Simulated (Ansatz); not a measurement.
**CH₃CuF₃P: basis-set convergence**

An exercise on one series of results from a longer session: the logs are not shown, and one member is left open.

Method: one geometry, several basis sets; program: Ansatz 0.2.0, Gaussian basis.

Plan: PBE0-D4/def2-SVP; ωB97M-V/def2-SVP; PBE0-D4/def2-QZVPP; ωB97M-V/def2-QZVPP; the functionals' def2-TZVPP values are taken from earlier runs.

**Structure used throughout**

An earlier PBE0-D4 in a triple-zeta def2 set relaxation fixed the geometry.

SMILES `[CH3][Cu-][P+](F)(F)F`, 9 atoms, charge 0, spin multiplicity 1.

Atoms are counted from 1 here; the program's logs count them from 0.

Bond lengths: C1–Cu2 1.921 Å, C1–H7 1.095 Å, C1–H8 1.095 Å, C1–H9 1.095 Å, Cu2–P3 2.162 Å, P3–F4 1.551 Å, P3–F5 1.551 Å, P3–F6 1.551 Å. Angles: Cu2–C1–H7 111.2°, Cu2–C1–H8 111.2°, Cu2–C1–H9 111.2°, H7–C1–H8 107.7°, H7–C1–H9 107.7°, H8–C1–H9 107.7°, C1–Cu2–P3 180.0°, Cu2–P3–F4 118.4°, Cu2–P3–F5 118.4°, Cu2–P3–F6 118.4°, F4–P3–F5 99.3°, F4–P3–F6 99.3°, F5–P3–F6 99.3°.

Set-up of the first run:

Contents of in.yaml:

```yaml
crystal:
  periodic: [false, false, false]
  atoms:
    - {symbol: C, position_ang: [-0.241454, -1.712093, 1.264736]}
    - {symbol: Cu, position_ang: [-0.024634, -0.176911, 0.130228]}
    - {symbol: P, position_ang: [0.218919, 1.551528, -1.146276]}
    - {symbol: F, position_ang: [-0.618755, 1.629866, -2.449732]}
    - {symbol: F, position_ang: [1.624567, 1.841712, -1.735151]}
    - {symbol: F, position_ang: [-0.100068, 2.952043, -0.560087]}
    - {symbol: H, position_ang: [0.719989, -2.195205, 1.465848]}
    - {symbol: H, position_ang: [-0.897208, -2.456874, 0.802668]}
    - {symbol: H, position_ang: [-0.681356, -1.434076, 2.227765]}
basis:
  gaussian: {orbitals: def2-SVP}
hamiltonian: {xc: pbe0, dispersion: d4}
output: {orbitals: {seedname: orbitals}}
```

On the command line:

```console
> ansatz run in.yaml --threads 4 --pin off --events-out ev --progress --plain --max-ram 11315MiB
```

Steps of the session up to this table: PBE0-D4 in def2-SVP; ωB97M-V in def2-SVP; PBE0-D4 in def2-QZVPP; ωB97M-V in def2-QZVPP.

One of the session's tables, all rows but one given; the rest of the session is left out.

It belongs to the step «Functionals by basis». 

```
functional       basis  HOMO (eV)
   PBE0-D4    def2-SVP          ?
   PBE0-D4  def2-TZVPP      -6.48
   PBE0-D4  def2-QZVPP      -6.50
   ωB97M-V    def2-SVP      -8.49
   ωB97M-V  def2-TZVPP      -8.75
   ωB97M-V  def2-QZVPP      -8.77
```

Estimate the missing values for PBE0-D4, def2-SVP.

As computed: HOMO (eV): -6.26. In the column «HOMO (eV)» it is the highest.
